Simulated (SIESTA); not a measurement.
The system is HPbNO4.

```xyz
7
Lattice="4.2753 -0.0004 0.0064 -2.0840 5.2077 -0.0491 -2.1238 -1.8657 4.9149" Properties=species:S:1:pos:R:3 pbc="T T T"
H     2.2338   -1.5247    4.4769
Pb    0.1373    4.0030    0.6652
N    -2.0197    1.5311    2.4473
O     2.2736    4.7756    0.1022
O    -1.9905    2.6889    2.9560
O     2.2225    1.4102    1.1945
O    -2.0163    0.5081    3.1892
```

The cell was built by a generator and needn't be a form met in nature.

Base run:

```yaml
Program: SIESTA 5.4.2
Functional: PBE
Potentials_or_basis: PseudoDojo 0.4 standard (PBE files)
Basis: DZP (energy shift 0.003 Ry; two zetas on semicore shells)
Grid_cutoff: 800 Ry
Energy_shift: 0.003 Ry
k_mesh: 8 × 6 × 6
Occupations: fermi-dirac, width 0.05 eV
Spin: no spin polarisation
```

Its results: band gap on the k mesh 2.80 eV, indirect (least direct gap 3.15 eV); pressure 2.7 GPa; largest force 1.284 eV/Å.

Problem. The run is repeated on the same cell with these changes: functional from PBE to BLYP. What comes out?

Solution. Band gap on the k mesh 2.79 eV, indirect (least direct gap 3.13 eV); pressure 5.7 GPa; largest force 2.151 eV/Å.

BLYP binds less tightly than PBE, so the same cell stands under more pressure.

Caveats: spin-orbit coupling is left out, which as a rule narrows the gap of such compounds by several tenths of an eV; the basis of atomic orbitals isn't converged, which shifts pressures, moduli and gaps; forces of over 1 eV/Å show positions far from the minimum, so gaps and moduli don't describe the material at rest (some runs); the potentials were made for another functional, which shifts forces and pressure (some runs).

A k mesh can miss the band edges.

Not every run made on this cell is shown here.
